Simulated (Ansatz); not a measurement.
# Al4CoNi3: a trial structure relaxed

Aim: relax a trial structure of Al4CoNi3 and see where it ends.

Computed with Ansatz 0.2.0 (DFT PBE, scalar-relativistic, plane waves, PAW, unless a step's input says otherwise).

## 1. The system as given

Symmetry: P4/mmm, No. 123, tetragonal system. The conventional cell has a = 5.908 Å, b = 5.908 Å, c = 2.954 Å, α = 90.00°, β = 90.00°, γ = 90.00°. Al (site symmetry m2m) is surrounded by 2 Co at 2.56 Å and 6 Ni at 2.56 Å. Co (site symmetry 4/mmm) is surrounded by 8 Al at 2.56 Å. Ni (site symmetry mmm) has 8 Al at 2.56 Å as nearest neighbours. Ni (site symmetry 4/mmm) is surrounded by 8 Al at 2.56 Å.

As a file:

```
CELL_PARAMETERS angstrom
5.90762 0.00000 0.00000
0.00000 5.90762 0.00000
0.00000 0.00000 2.95381
ATOMIC_POSITIONS crystal
Al 0.25000 0.25000 0.50000
Al 0.25000 0.75000 0.50000
Al 0.75000 0.25000 0.50000
Al 0.75000 0.75000 0.50000
Co 0.00000 0.00000 0.00000
Ni 0.00000 0.50000 0.00000
Ni 0.50000 0.00000 0.00000
Ni 0.50000 0.50000 0.00000
```

The start is an ordering of an alloy on its end members' structure types: elements ordered on the sites of the AlNi type, Ni/Co on Ni (P4/mmm, No. 123).

## 2. A first look at the guess

Contents of input.yaml:

```yaml
crystal:
  lattice:
    - [5.90762027, 0.0, 0.0]
    - [0.0, 5.90762027, 0.0]
    - [0.0, 0.0, 2.95381014]
  atoms:
    - { symbol: Al, position: [0.25, 0.25, 0.5] }
    - { symbol: Al, position: [0.25, 0.75, 0.5] }
    - { symbol: Al, position: [0.75, 0.25, 0.5] }
    - { symbol: Al, position: [0.75, 0.75, 0.5] }
    - { symbol: Co, position: [0.0, 0.0, 0.0], spin: -3.0 }
    - { symbol: Ni, position: [0.0, 0.5, 0.0], spin: 2.0 }
    - { symbol: Ni, position: [0.5, 0.0, 0.0], spin: 2.0 }
    - { symbol: Ni, position: [0.5, 0.5, 0.0], spin: 2.0 }
basis:
  ecutwfc: 420
kpoints:
  mp_grid: { grid: [4, 4, 6] }
hamiltonian:
  xc: pbe
scf:
  occupations: { method: gaussian, width: 0.1 }
  lower_state_search: "off"
output:
  forces: true
  stress: true
  eigenvalues: true
  populations: true
magnetization:
  spin_polarized: true
```

On the command line:

```console
$ ansatz run input.yaml --threads 1 --pin off --max-ram 2560MiB --backend cpu --events-out ev --progress --plain --runs-dir out
```

Further runs follow: a loose first relaxation; final relaxation.

Before running it: what results should come out? Wanted: conventional cell; volume; energy over the elements; gap on the mesh; total moment.

As calculated:

```
                              quantity                                                                      value
symmetry at the end (tolerance 0.05 Å)                                               space group P4/mmm (No. 123)
                     conventional cell  a = 5.756 Å, b = 5.756 Å, c = 2.901 Å, α = 90.00°, β = 90.00°, γ = 90.00°
                                volume                                                              12.02 Å³/atom
              energy over the elements                                                              -0.63 eV/atom
                       gap on the mesh                                                               none (metal)
                          total moment                                                              -0.79 μB/cell
```

**Reading.** The space group P4/mmm (No. 123) is kept, and the volume per atom shrinks by 6.7 % from the first guess. It lies below the elements, which doesn't yet make it stable: competing phases were not computed in this session. No finished test with a distortion of lower symmetry is shown, so the end may be a saddle point. Other magnetic orders were not searched.
